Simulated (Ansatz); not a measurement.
**C2H6SSi (SMILES C[Si]SC) at 6 levels**

Aim: a comparison of 6 runs (HF/3-21G, HF/def2-SVP, B3LYP/6-31G*, PBE0/def2-SVP, CCSDT(Q)/ANO-RCC-MB, CCSDT/MINI) of C2H6SSi. 

Program for the calculation: Ansatz 0.2.0.

4 further runs of the same task are left out: 2 for a known fault of the program, 2 set aside as unsound or not needed.

### 1 The system as given

C2H6SSi has 10 atoms, charge 0, and is taken as a singlet. As SMILES, `C[Si]SC`. The shape is that of a PBE0-D4/def2-TZVP optimisation. This is one conformer, not always the lowest.

Bond lengths: C1–Si2 1.902 Å, Si2–S3 2.120 Å, S3–C4 1.813 Å, C1–H5 1.096 Å, C1–H6 1.095 Å, C1–H7 1.092 Å, C4–H8 1.089 Å, C4–H9 1.089 Å, C4–H10 1.090 Å. Some angles: C1–Si2–S3 101.6°, Si2–S3–C4 111.5°, Si2–C1–H5 111.4°, Si2–C1–H6 111.6°, Si2–C1–H7 110.2°, S3–C4–H8 110.9°, S3–C4–H9 110.8°, S3–C4–H10 107.2°, H5–C1–H6 107.2°, H5–C1–H7 108.1°.

### 2 Energy and forces at HF/3-21G (run 1)

Input file in.yaml:

```yaml
crystal:
  periodic: [false, false, false]
  atoms:
    - {symbol: C, position_ang: [-0.474500, 1.498000, 0.212000]}
    - {symbol: Si, position_ang: [-1.532200, 0.664600, -1.131800]}
    - {symbol: S, position_ang: [-0.684600, -1.277500, -1.197000]}
    - {symbol: C, position_ang: [0.678400, -1.448200, -0.013100]}
    - {symbol: H, position_ang: [-0.563800, 0.976000, 1.171000]}
    - {symbol: H, position_ang: [0.587400, 1.503400, -0.056300]}
    - {symbol: H, position_ang: [-0.795200, 2.531900, 0.356400]}
    - {symbol: H, position_ang: [0.331700, -1.277900, 1.005200]}
    - {symbol: H, position_ang: [1.483700, -0.753100, -0.246400]}
    - {symbol: H, position_ang: [1.052300, -2.468400, -0.097000]}
basis:
  gaussian:
    orbitals: 3-21G.json
hamiltonian:
  xc: hf
accuracy: high
output:
  forces: true
  orbitals: {seedname: orbitals}
```

The basis set 3-21G is read from a file made from the Basis Set Exchange's data (not shown).

Run with:

```console
$ ansatz run in.yaml --threads 1 --pin off --max-ram 2610MiB --events-out events.jsonl --progress --plain --runs-dir runs
```

The log of the run (excerpt; [...] marks lines left out):

```text
Warning: RAYON_NUM_THREADS=1 ignored (pool sized by the plan → 1); use --threads N
Functional definition: HF
  name "HF"
[...]
1342 factors; integrals over basis functions are off by at most 9.7e-9 eV
[...]
mean field -20728.31972341 eV, -761.7516996757 hartree, gradient 1.4e-8 eV, S^2 0.000000; 0 other end points of the search recorded, 0 dependent functions left out
[...]
reference -20728.31972341 eV, -761.7516996757 hartree; 24, 24 occupied and 32, 32 virtual orbitals, 1342 factors
Total energy: -20728.31972341 eV, -761.7516996757 hartree
Atom 0 at    -0.474500     1.498000     0.212000 Å, force     0.488576     0.449038     0.651706 eV/Å
Atom 1 at    -1.532200     0.664600    -1.131800 Å, force    -1.255346     1.447481    -0.531561 eV/Å
Atom 2 at    -0.684600    -1.277500    -1.197000 Å, force    -0.374448    -1.598410    -1.043068 eV/Å
Atom 3 at     0.678400    -1.448200    -0.013100 Å, force     1.436454    -0.316390     1.191250 eV/Å
Atom 4 at    -0.563800     0.976000     1.171000 Å, force     0.045267     0.185621    -0.170799 eV/Å
Atom 5 at     0.587400     1.503400    -0.056300 Å, force    -0.223267     0.063947     0.111291 eV/Å
Atom 6 at    -0.795200     2.531900     0.356400 Å, force     0.105361    -0.269809    -0.017775 eV/Å
Atom 7 at     0.331700    -1.277900     1.005200 Å, force     0.160620    -0.083523    -0.339650 eV/Å
Atom 8 at     1.483700    -0.753100    -0.246400 Å, force    -0.250719    -0.267392     0.106670 eV/Å
Atom 9 at     1.052300    -2.468400    -0.097000 Å, force    -0.132497     0.389437     0.041936 eV/Å
Dipole moment:     0.393151     0.306041     0.497049 e Å
```

It took 3.9 s on 1 thread of Intel Xeon at 2.50GHz (Skylake/Cascade Lake), shared host; peak memory 0.14 GiB.

### 3 Energy and gradient at HF/def2-SVP (run 2)

Input file job.yaml:

```yaml
basis:
  gaussian: {orbitals: def2-SVP}
crystal:
  periodic: [false, false, false]
  atoms:
    - {symbol: C, position_ang: [-0.474500, 1.498000, 0.212000]}
    - {symbol: Si, position_ang: [-1.532200, 0.664600, -1.131800]}
    - {symbol: S, position_ang: [-0.684600, -1.277500, -1.197000]}
    - {symbol: C, position_ang: [0.678400, -1.448200, -0.013100]}
    - {symbol: H, position_ang: [-0.563800, 0.976000, 1.171000]}
    - {symbol: H, position_ang: [0.587400, 1.503400, -0.056300]}
    - {symbol: H, position_ang: [-0.795200, 2.531900, 0.356400]}
    - {symbol: H, position_ang: [0.331700, -1.277900, 1.005200]}
    - {symbol: H, position_ang: [1.483700, -0.753100, -0.246400]}
    - {symbol: H, position_ang: [1.052300, -2.468400, -0.097000]}
output: {forces: true, orbitals: {seedname: orbitals}}
hamiltonian: {xc: hf}
accuracy: high
```

Run with:

```console
$ ansatz run job.yaml --threads 1 --pin off --max-ram 2610MiB --events-out events.jsonl --progress --plain --runs-dir runs
```

The log of the run (excerpt; [...] marks lines left out):

```text
Warning: RAYON_NUM_THREADS=1 ignored (pool sized by the plan → 1); use --threads N
[... 2 set-up lines as earlier in the session ...]
[...]
2178 factors; integrals over basis functions are off by at most 8.1e-9 eV
[...]
mean field -20827.64861667 eV, -765.4019691752 hartree, gradient 1.3e-8 eV, S^2 0.000000; 0 other end points of the search recorded, 0 dependent functions left out
[...]
reference -20827.64861667 eV, -765.4019691752 hartree; 24, 24 occupied and 70, 70 virtual orbitals, 2178 factors
Total energy: -20827.64861667 eV, -765.4019691752 hartree
Atom 0 at    -0.474500     1.498000     0.212000 Å, force     0.081479     0.140403     0.138682 eV/Å
Atom 1 at    -1.532200     0.664600    -1.131800 Å, force    -0.189428     0.181146    -0.097308 eV/Å
Atom 2 at    -0.684600    -1.277500    -1.197000 Å, force    -0.095364    -0.384633    -0.254529 eV/Å
Atom 3 at     0.678400    -1.448200    -0.013100 Å, force     0.188456     0.031185     0.189909 eV/Å
Atom 4 at    -0.563800     0.976000     1.171000 Å, force    -0.007329     0.058653    -0.012163 eV/Å
Atom 5 at     0.587400     1.503400    -0.056300 Å, force    -0.034935     0.046874     0.016816 eV/Å
Atom 6 at    -0.795200     2.531900     0.356400 Å, force     0.030685    -0.003845     0.027066 eV/Å
Atom 7 at     0.331700    -1.277900     1.005200 Å, force     0.073972    -0.051434    -0.050730 eV/Å
Atom 8 at     1.483700    -0.753100    -0.246400 Å, force    -0.012918    -0.087438     0.044827 eV/Å
Atom 9 at     1.052300    -2.468400    -0.097000 Å, force    -0.034617     0.069088    -0.002569 eV/Å
Dipole moment:     0.397181     0.122719     0.420597 e Å
```

It took 13 s on 1 thread of Intel Xeon at 2.50GHz (Skylake/Cascade Lake), shared host; peak memory 0.3 GiB.

Runs 3 to 4 aren't shown in full; the table further down has their settings and results.

### 4 The energy at CCSDT(Q)/ANO-RCC-MB (density fitting with def2-universal-jkfit) (run 5)

Input file run.yaml:

```yaml
crystal:
  periodic: [false, false, false]
  atoms:
    - {symbol: C, position_ang: [-0.474500, 1.498000, 0.212000]}
    - {symbol: Si, position_ang: [-1.532200, 0.664600, -1.131800]}
    - {symbol: S, position_ang: [-0.684600, -1.277500, -1.197000]}
    - {symbol: C, position_ang: [0.678400, -1.448200, -0.013100]}
    - {symbol: H, position_ang: [-0.563800, 0.976000, 1.171000]}
    - {symbol: H, position_ang: [0.587400, 1.503400, -0.056300]}
    - {symbol: H, position_ang: [-0.795200, 2.531900, 0.356400]}
    - {symbol: H, position_ang: [0.331700, -1.277900, 1.005200]}
    - {symbol: H, position_ang: [1.483700, -0.753100, -0.246400]}
    - {symbol: H, position_ang: [1.052300, -2.468400, -0.097000]}
basis:
  gaussian:
    orbitals: ANO-RCC-MB.json
    fitting:
      mean_field: def2-universal-jkfit
hamiltonian:
  pseudopotentials:
    relativity: none
output:
  orbitals: {seedname: orbitals}
correlation:
  method: ccsdt_q
total_charge: 0
```

The basis set ANO-RCC-MB is read from a file made from the Basis Set Exchange's data (not shown).

Run with:

```console
$ ansatz run run.yaml --threads 1 --pin off --max-ram 2610MiB --events-out events.jsonl --progress --plain --runs-dir runs
```

The log of the run:

```text
Warning: RAYON_NUM_THREADS=1 ignored (pool sized by the plan → 1); use --threads N
[... 10 lines left out ...]
12 core orbitals not correlated: weight in the atoms' cores, before any rotation towards them, 1.000 or more for the frozen orbitals, at most 0.000 for the correlated occupied ones
[... 17 lines left out ...]
WARN: the results are in doubt because the basis set is contracted for relativity, which is off
Total energy: -20824.11836132 eV, -765.2722346842 hartree
In doubt: the basis set is contracted for relativity, which is off
```

Run time: 6.9 s. Hardware: 1 thread of Intel Xeon at 2.50GHz (Skylake/Cascade Lake), shared host; peak memory 0.12 GiB.

### 5 Energy and forces at CCSDT/MINI (run 6)

Edit in.yaml of step 2 so:

```diff
@@ -14,9 +14,5 @@
 basis:
-  gaussian:
-    orbitals: 3-21G.json
-hamiltonian:
-  xc: hf
-accuracy: high
-output:
-  forces: true
-  orbitals: {seedname: orbitals}
+  gaussian: {orbitals: MINI.json, symmetry_tolerance_ang: 0.001}
+magnetization: {spin_polarized: false, initial_magnetization: 0}
+correlation: {method: ccsdt, electrons: all}
+output: {forces: true, orbitals: {seedname: orbitals}}
```

The basis set MINI is read from a file made from the Basis Set Exchange's data (not shown).

Run with:

```console
$ ansatz run in.yaml --threads 1 --pin off --max-ram 2610MiB --events-out events.jsonl --progress --plain --runs-dir runs
```

The log of the run:

```text
Warning: RAYON_NUM_THREADS=1 ignored (pool sized by the plan → 1); use --threads N
[... 27 lines left out ...]
Total energy: -20725.24915904 eV, -761.6388585163 hartree
[... 10 lines left out ...]
Dipole moment:     0.295766     0.102423     0.318349 e Å
```

Wall time 1.8 min (1 thread of Intel Xeon at 2.50GHz (Skylake/Cascade Lake), shared host); peak memory 0.57 GiB.

### 6 All runs side by side

```
run                                                            level      task  accuracy  energy (Eh)  dipole moment (D)  HOMO energy (eV)  LUMO energy (eV)  wall time
  1                                                         HF/3-21G  gradient      high  -761.751700               3.38             -8.84              1.00      3.9 s
  2                                                      HF/def2-SVP  gradient      high  -765.401969               2.84             -8.69              1.35       13 s
  3                               B3LYP/6-31G* (spherical functions)  gradient      high  -767.494557               2.95             -6.08             -2.01       21 s
  4                                                    PBE0/def2-SVP  gradient      high  -766.861017               2.85             -6.32             -1.86       24 s
  5  CCSDT(Q)/ANO-RCC-MB (density fitting with def2-universal-jkfit)    energy    medium  -765.272235                  –             -9.31              0.93      6.9 s
  6                                                       CCSDT/MINI  gradient    medium  -761.638859               2.14             -9.74              0.34    1.8 min
```

### 7 Results

```
                                    quantity          value
                         run 6: total energy  -761.63886 Eh
   run 6: dipole moment (correlated density)         2.14 D
  run 6: HOMO energy (Hartree–Fock orbitals)       -9.74 eV
  run 6: LUMO energy (Hartree–Fock orbitals)        0.34 eV
run 6: HOMO–LUMO gap (Hartree–Fock orbitals)       10.07 eV
                   run 6: correlation energy     -192.5 mEh
                        run 6: T1 diagnostic          0.011
             run 6: largest force on an atom     4.465 eV/Å
```

In words: Over runs 1, 2, 3, 4, 6 the dipole moment (its size) runs from 2.14 D (CCSDT/MINI) to 3.38 D (HF/3-21G). The two ends differ in method and basis. Over runs 1, 2, 3, 4 the HOMO–LUMO gap runs from 4.07 eV (B3LYP/6-31G*) to 10.04 eV (HF/def2-SVP). Totals of different functionals can't be ranked against each other. In runs 5, 6 the basis is minimal, so the values are rough. In run 5 relativity is left out where basis or elements ask for it. All runs together took 2.9 min, the longest 1.8 min.
